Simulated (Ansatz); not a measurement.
# C₂H₁₀GeOSi: one species, many methods

The task here is to estimate one member of a computed series from the others.

Computed with Ansatz 0.2.0, Gaussian basis. Level: functionals in def2-TZVPP, the program's frozen cores in correlated methods.

Levels to be run: LDA (SPW92), PBE-D4, revPBE-D4, BLYP-D4, r2SCAN-D4, B97M-V, PBE0-D4, B3LYP-D4, r2SCANh-D4, r2SCAN0-D4, HSE06-D4, BHLYP-D4, CAM-B3LYP-D4, LC-ωPBE, ωB97X-V, ωB97M-V, B2PLYP, PBE-QIDH; CCSD(T)/def2-SVP; CCSD(T)/def2-TZVPP; MP2/def2-QZVPP; extrapolation to the limit; RPA on PBE.

## The relaxed structure

The geometry comes from an earlier relaxation with PBE0-D4 in a triple-zeta def2 set; it is a stationary point, not always the lowest conformer.

15 atoms, charge 0, spin multiplicity 1.

Atoms are counted from 1 here; the program's logs count them from 0.

Bond lengths: C1–O2 1.403 Å, C1–H6 1.099 Å, C1–H7 1.093 Å, C1–H8 1.099 Å, O2–Ge3 1.791 Å, Ge3–C4 1.943 Å, Ge3–Si5 2.395 Å, Ge3–H9 1.551 Å, C4–H10 1.091 Å, C4–H11 1.090 Å, C4–H12 1.091 Å, Si5–H13 1.488 Å, Si5–H14 1.489 Å, Si5–H15 1.487 Å. Angles: O2–C1–H6 112.2°, O2–C1–H7 108.2°, O2–C1–H8 112.4°, H6–C1–H7 108.0°, H6–C1–H8 107.9°, H7–C1–H8 107.9°, C1–O2–Ge3 118.6°, O2–Ge3–C4 104.0°, O2–Ge3–Si5 109.4°, O2–Ge3–H9 107.1°, C4–Ge3–Si5 113.7°, C4–Ge3–H9 111.7°, Si5–Ge3–H9 110.5°, Ge3–C4–H10 110.6°, Ge3–C4–H11 109.9°, Ge3–C4–H12 109.4°, H10–C4–H11 109.0°, H10–C4–H12 109.0° and more.

The first run:

File in.yaml:

```yaml
crystal:
  periodic: [false, false, false]
  atoms:
    - {symbol: C, position_ang: [-0.740172, 2.247306, 0.147982]}
    - {symbol: O, position_ang: [-0.962052, 1.017363, -0.490477]}
    - {symbol: Ge, position_ang: [0.357347, -0.193996, -0.500745]}
    - {symbol: C, position_ang: [-0.297438, -1.592954, -1.679816]}
    - {symbol: Si, position_ang: [0.771244, -0.936166, 1.738304]}
    - {symbol: H, position_ang: [0.121539, 2.784467, -0.272202]}
    - {symbol: H, position_ang: [-1.627685, 2.869895, 0.008228]}
    - {symbol: H, position_ang: [-0.574063, 2.134463, 1.228429]}
    - {symbol: H, position_ang: [1.613708, 0.504470, -1.083057]}
    - {symbol: H, position_ang: [0.449061, -2.380701, -1.791855]}
    - {symbol: H, position_ang: [-1.210426, -2.025687, -1.270090]}
    - {symbol: H, position_ang: [-0.515798, -1.167755, -2.660049]}
    - {symbol: H, position_ang: [1.133862, 0.202855, 2.623670]}
    - {symbol: H, position_ang: [1.897362, -1.909945, 1.742107]}
    - {symbol: H, position_ang: [-0.438186, -1.604414, 2.288871]}
basis:
  gaussian: {orbitals: def2-TZVPP}
hamiltonian: {xc: lda}
output: {orbitals: {seedname: orbitals}}
```

The run is started by

```sh
$ ansatz run in.yaml --threads 2 --pin off --events-out ev --progress --plain --max-ram 32768MiB --backend cpu
```

Steps of the session up to this table: LDA; PBE-D4 (GGA); revPBE-D4 (GGA); BLYP-D4 (GGA); r2SCAN-D4 (meta-GGA); B97M-V (meta-GGA); PBE0-D4 (hybrid); B3LYP-D4 (hybrid); r2SCANh-D4 (hybrid); r2SCAN0-D4 (hybrid); HSE06-D4 (hybrid); BHLYP-D4 (hybrid); CAM-B3LYP-D4 (range-separated); LC-ωPBE (range-separated); ωB97X-V (range-separated); ωB97M-V (range-separated); B2PLYP (double hybrid); PBE-QIDH (double hybrid).

One of the session's tables, all rows but one given; the rest of the session is left out.

It belongs to the step «Frontier levels by functional». 

| functional | HOMO (eV) | gap (eV) |
| --- | --- | --- |
| LDA (SPW92) | -6.00 | 4.93 |
| PBE-D4 | -5.89 | 5.06 |
| revPBE-D4 | -5.85 | 5.13 |
| BLYP-D4 | -5.79 | 5.12 |
| r2SCAN-D4 | -6.19 | 5.60 |
| B97M-V | ? | ? |
| PBE0-D4 | -7.28 | 7.30 |
| B3LYP-D4 | -7.07 | 6.90 |
| r2SCANh-D4 | -6.71 | 6.42 |
| r2SCAN0-D4 | -7.48 | 7.63 |
| HSE06-D4 | -6.89 | 6.53 |
| BHLYP-D4 | -8.52 | 9.46 |
| CAM-B3LYP-D4 | -8.61 | 9.69 |
| LC-ωPBE | -9.89 | 12.09 |
| ωB97X-V | -9.60 | 11.65 |
| ωB97M-V | -9.46 | 11.26 |

Estimate the missing values for B97M-V.

The run gave: HOMO (eV): -6.37; gap (eV): 5.63. In the column «HOMO (eV)» it lies between r2SCANh-D4 (-6.71) and r2SCAN-D4 (-6.19).
